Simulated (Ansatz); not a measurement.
# RbLi3: the cost of one run

Method: DFT PBE, scalar-relativistic, plane waves, PAW, in Ansatz 0.2.0.

2 further runs of the same task are left out: 2 that didn't finish.

## (1) Starting point

The structure is hexagonal, space group P6_3/m (No. 176). The conventional cell has a = 6.830 Å, b = 6.830 Å, c = 3.869 Å, α = 90.00°, β = 90.00°, γ = 120.00°. Rb (site symmetry -6) has 9 Li at 2.65 to 2.71 Å as nearest neighbours. Around Li (site symmetry m) lie 3 Rb at 2.65 to 2.71 Å.

Coordinates:

```cif
data_structure
_symmetry_space_group_name_H-M 'P 1'
_symmetry_Int_Tables_number 1
_cell_length_a 6.8303
_cell_length_b 6.8303
_cell_length_c 3.8692
_cell_angle_alpha 90.000
_cell_angle_beta 90.000
_cell_angle_gamma 120.000
_cell_volume 156.33
loop_
_atom_site_label
_atom_site_type_symbol
_atom_site_fract_x
_atom_site_fract_y
_atom_site_fract_z
_atom_site_occupancy
Rb1 Rb 0.33333 0.66667 0.25000 1
Rb2 Rb 0.66667 0.33333 0.75000 1
Li1 Li 0.38506 0.29878 0.25000 1
Li2 Li 0.08628 0.38506 0.75000 1
Li3 Li 0.70122 0.08628 0.25000 1
Li4 Li 0.61494 0.70122 0.75000 1
Li5 Li 0.91372 0.61494 0.25000 1
Li6 Li 0.29878 0.91372 0.75000 1
```

This is candidate A: LaBr3 type (P6_3/m, No. 176).

(A quick probe on a coarse mesh, which set the mesh and smearing, is not shown.)

## (3) A loose first relaxation (candidate A)

Contents of input.yaml:

```yaml
crystal:
  lattice:
    - [6.8302812085, 0.0, 0.0]
    - [-3.4151406042, 5.9151970415, 0.0]
    - [0.0, 0.0, 3.8692175996]
  atoms:
    - { symbol: Rb, position: [0.3333333333, 0.6666666667, 0.25] }
    - { symbol: Rb, position: [0.6666666667, 0.3333333333, 0.75] }
    - { symbol: Li, position: [0.38506, 0.29878, 0.25] }
    - { symbol: Li, position: [0.08628, 0.38506, 0.75] }
    - { symbol: Li, position: [0.70122, 0.08628, 0.25] }
    - { symbol: Li, position: [0.61494, 0.70122, 0.75] }
    - { symbol: Li, position: [0.91372, 0.61494, 0.25] }
    - { symbol: Li, position: [0.29878, 0.91372, 0.75] }
basis:
  ecutwfc: 420
kpoints:
  mp_grid: { grid: [3, 3, 4] }
hamiltonian:
  xc: pbe
scf:
  occupations: { method: gaussian, width: 0.1 }
  lower_state_search: "off"
output:
  forces: true
  stress: true
  eigenvalues: true
relax:
  adjacent_minimum: "off"
  f_tol: 0.04
  max_steps: 70
  cell: { stress_tol: 0.4 }
```

Command:

```console
ansatz run input.yaml --threads 1 --pin off --max-ram 2560MiB --backend cpu --events-out ev --progress --plain --runs-dir out
```

Q: Estimate wall time and peak memory on 1 thread of Arm Neoverse V1, shared host.

About 52 s, with a peak of 0.47 GiB.
